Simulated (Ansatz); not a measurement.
# CHGe: the cost of one run

Method: def2-QZVPP, all electrons in the functionals; program: Ansatz 0.2.0, Gaussian basis.

Plan: PBE, BLYP, r2SCAN, B97M-V, PBE0, B3LYP, at charge 0, quartet; charge 0, doublet; charge 0, sextet; charge 1, triplet; charge 1, quintet.

10 further runs of the same task are left out: 10 set aside as unsound or not needed. Runs told in other sessions of the task aren't counted.

## 1. The geometry

The geometry is a PBE0/def2-TZVP stationary point (not a proven minimum). No spin-orbit coupling is included. The filled d shell of Ge may be among the frozen orbitals whatever the setting's name suggests.

3 atoms, charge 0, spin multiplicity 4.

Atoms are counted from 1 here; the program's logs count them from 0.

Bond lengths: Ge1–C2 1.947 Å, Ge1–H3 1.603 Å. Angles: C2–Ge1–H3 96.1°.

No dispersion term is added; B97M-V holds VV10 nonlocal correlation. B3LYP takes the VWN-RPA correlation.

The geometry shown and the zero of energy belong to the point charge 0, quartet. The yardstick, RCCSD(T), and other wave-function levels (R restricted, U unrestricted, valence and pair active spaces) come from earlier runs.

## 2. PBE, charge 0, quartet

Input file in.yaml:

```yaml
crystal:
  periodic: [false, false, false]
  atoms:
    - {symbol: Ge, position_ang: [0.000000, -0.030607, 0.269863]}
    - {symbol: C, position_ang: [0.000000, 0.054648, -1.674902]}
    - {symbol: H, position_ang: [0.000000, 1.554553, 0.509831]}
basis:
  gaussian: {orbitals: "def2-QZVPP.json"}
magnetization: {spin_polarized: true, initial_magnetization: 3}
hamiltonian: {xc: {name: PBE}}
output: {orbitals: {seedname: orbitals}}
```

Run with:

```bash
$ ansatz run in.yaml --threads 1 --pin off --events-out ev --progress --plain --max-ram 2393MiB
```

**Question.** How long does this run take on 1 thread of Arm Neoverse V2, shared host, and how much memory does it need?

About 11 s, with a peak of 0.3 GiB.
